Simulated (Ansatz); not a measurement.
# Hf (Hafnium): the cost of one run

Method: DFT r²SCAN, scalar-relativistic, plane waves, PAW, in Ansatz 0.2.0.

### Step 1. The system as given

The structure is hexagonal, space group P6_3/mmc (No. 194). The conventional cell has a = 3.198 Å, b = 3.198 Å, c = 5.051 Å, α = 90.00°, β = 90.00°, γ = 120.00°. Hf (site symmetry -6m2) has 12 Hf at 3.13 to 3.20 Å as nearest neighbours.

Structure file:

```
Hf
1.0
     3.19788    0.00000    0.00000
    -1.59894    2.76945    0.00000
     0.00000    0.00000    5.05095
Hf
2
Direct
  0.33333 0.66667 0.25000
  0.66667 0.33333 0.75000
```

This cell comes from an earlier session at r²SCAN: 22.366 Å³/atom at 0.00 GPa, on a 16×16×10 mesh.

### Step 2. Volume × 0.96

input.yaml reads:

```yaml
crystal:
  lattice:
    - [3.1546607501, 0.0, 0.0]
    - [-1.5773303751, 2.7320163499, 0.0]
    - [0.0, 0.0, 4.98268336]
  atoms:
    - { symbol: Hf, position: [0.3333333333, 0.6666666667, 0.25] }
    - { symbol: Hf, position: [0.6666666667, 0.3333333333, 0.75] }
basis:
  ecutwfc: 500
  ecutrho_ratio: 4
kpoints:
  mp_grid: { grid: [16, 16, 10] }
hamiltonian:
  xc: r2scan
scf:
  occupations: { method: gaussian, width: 0.05 }
output:
  forces: true
  stress: true
  eigenvalues: true
relax:
  f_tol: 0.01
  max_steps: 40
  cell: { stress_tol: 0.1, fix: [volume] }
```

Launch:

```console
$ ansatz run input.yaml --threads 1 --pin off --max-ram 2560MiB --backend cpu --events-out ev --progress --plain --runs-dir out
```

Q: Estimate wall time and peak memory on 1 thread of Arm Neoverse V2, shared host.

About 54 s, with a peak of 0.59 GiB.
